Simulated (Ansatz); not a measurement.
# C2H5F2GaN radical: how energies converge with the basis set

How large a basis does C2H5F2GaN radical need? Two functionals are run in growing sets.

Method: one geometry, several basis sets; program: Ansatz 0.2.0, Gaussian basis.

The runs, in order: PBE0-D4/def2-SVP; ωB97M-V/def2-SVP; PBE0-D4/def2-QZVPP; ωB97M-V/def2-QZVPP; the functionals' def2-TZVPP values are taken from earlier runs.

## 1. The geometry

All runs share one geometry, relaxed beforehand with PBE0-D4 in a triple-zeta def2 set.

11 atoms, charge 0, spin multiplicity 2.

Atoms are counted from 1 here; the program's logs count them from 0.

Bond lengths: C1–N2 1.262 Å, C1–H7 1.092 Å, C1–H8 1.087 Å, N2–C3 1.445 Å, N2–Ga4 2.099 Å, C3–H9 1.092 Å, C3–H10 1.092 Å, C3–H11 1.093 Å, Ga4–F5 1.788 Å, Ga4–F6 1.793 Å. Angles: N2–C1–H7 121.4°, N2–C1–H8 118.4°, H7–C1–H8 120.2°, C1–N2–C3 121.7°, C1–N2–Ga4 119.5°, C3–N2–Ga4 118.7°, N2–C3–H9 109.1°, N2–C3–H10 108.1°, N2–C3–H11 111.8°, H9–C3–H10 107.6°, H9–C3–H11 109.7°, H10–C3–H11 110.5°, N2–Ga4–F5 94.4°, N2–Ga4–F6 94.0°, F5–Ga4–F6 114.0°.

Coordinates:

```
C    -0.9478   -0.9198    0.4830
N    -0.0477   -0.0730    0.2278
C     1.3250   -0.4677    0.0099
Ga   -0.5666    1.9456   -0.0235
F     0.2130    2.0884   -1.6265
F    -2.3276    1.6140   -0.0958
H    -0.7190   -1.9838    0.5682
H    -1.9691   -0.5682    0.6043
H     1.9590    0.0195    0.7537
H     1.6299   -0.1038   -0.9730
H     1.4508   -1.5514    0.0719
```

## 2. PBE0-D4 in def2-SVP

in.yaml

```yaml
crystal:
  periodic: [false, false, false]
  atoms:
    - {symbol: C, position_ang: [-0.947769, -0.919797, 0.483021]}
    - {symbol: N, position_ang: [-0.047667, -0.072973, 0.227835]}
    - {symbol: C, position_ang: [1.325016, -0.467713, 0.009882]}
    - {symbol: Ga, position_ang: [-0.566596, 1.945643, -0.023520]}
    - {symbol: F, position_ang: [0.213028, 2.088439, -1.626547]}
    - {symbol: F, position_ang: [-2.327568, 1.613968, -0.095760]}
    - {symbol: H, position_ang: [-0.718998, -1.983763, 0.568199]}
    - {symbol: H, position_ang: [-1.969147, -0.568187, 0.604316]}
    - {symbol: H, position_ang: [1.959003, 0.019520, 0.753651]}
    - {symbol: H, position_ang: [1.629852, -0.103773, -0.973017]}
    - {symbol: H, position_ang: [1.450836, -1.551373, 0.071930]}
basis:
  gaussian: {orbitals: def2-SVP}
magnetization: {spin_polarized: true, initial_magnetization: 1}
hamiltonian: {xc: pbe0, dispersion: d4}
output: {orbitals: {seedname: orbitals}}
```

The runs that follow: ωB97M-V in def2-SVP; PBE0-D4 in def2-QZVPP; ωB97M-V in def2-QZVPP.

Before running them: what should the planned runs give, taken together? Wanted: PBE0-D4: double and triple zeta above quadruple; ωB97M-V: double and triple zeta above quadruple.

As calculated:

| quantity | value |
| --- | --- |
| PBE0-D4: double and triple zeta above quadruple | 19.30, 1.71 eV |
| ωB97M-V: double and triple zeta above quadruple | 19.54, 1.65 eV |

In words: PBE0-D4 gains 17.59 eV from double to triple zeta, then 1.71 eV more. Total energies overstate the basis error of differences, where much of it tends to cancel.
